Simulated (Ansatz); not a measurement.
# Cr3N: the cost of one run

Method: DFT PBE, scalar-relativistic, plane waves, PAW, in Ansatz 0.2.0.

### 1 The starting structure

The structure is cubic, space group Im-3m (No. 229). The conventional cell has a = 4.518 Å, b = 4.518 Å, c = 4.518 Å, α = 90.00°, β = 90.00°, γ = 90.00°. Around Cr (site symmetry 4/mmm) lie 4 Cr at 2.26 Å and 2 N at 2.26 Å. N (site symmetry m-3m) has 6 Cr at 2.26 Å as nearest neighbours.

Coordinates:

```cif
data_structure
_symmetry_space_group_name_H-M 'Im-3m'
_symmetry_Int_Tables_number 229
_cell_length_a 4.5176
_cell_length_b 4.5176
_cell_length_c 4.5176
_cell_angle_alpha 90.000
_cell_angle_beta 90.000
_cell_angle_gamma 90.000
_cell_volume 92.20
loop_
_atom_site_label
_atom_site_type_symbol
_atom_site_symmetry_multiplicity
_atom_site_Wyckoff_symbol
_atom_site_fract_x
_atom_site_fract_y
_atom_site_fract_z
_atom_site_occupancy
Cr1 Cr 6 b 0.50000 0.00000 0.00000 1
N1 N 2 a 0.00000 0.00000 0.00000 1
```

A structure generator made this guess: species swapped into a database cell of Sb3Au (Im-3m, No. 229), with Cr on the Sb sites and N on the Au sites. Lengths come from tabulated atomic sizes and are only a guess.

### 2 The guess as it stands, on a coarse mesh

File input.yaml:

```yaml
crystal:
  lattice:
    - [-2.2588236, 2.2588236, 2.2588236]
    - [2.2588236, -2.2588236, 2.2588236]
    - [2.2588236, 2.2588236, -2.2588236]
  atoms:
    - { symbol: Cr, position: [0.0, 0.5, 0.5], spin: 3.0 }
    - { symbol: Cr, position: [0.5, 0.0, 0.5], spin: 3.0 }
    - { symbol: Cr, position: [0.5, 0.5, 0.0], spin: 3.0 }
    - { symbol: "N", position: [0.0, 0.0, 0.0] }
basis:
  ecutwfc: 420
kpoints:
  mp_grid: { grid: [6, 6, 6] }
hamiltonian:
  xc: pbe
scf:
  occupations: { method: gaussian, width: 0.1 }
  lower_state_search: "off"
output:
  forces: true
  stress: true
  eigenvalues: true
  populations: true
magnetization:
  spin_polarized: true
```

Run with:

```console
> ansatz run input.yaml --threads 1 --pin off --max-ram 2560MiB --backend cpu --events-out ev --progress --plain --runs-dir out
```

Q: Estimate wall time and peak memory on 1 thread of Arm Neoverse V1, shared host.

About 6.7 s, with a peak of 0.31 GiB.
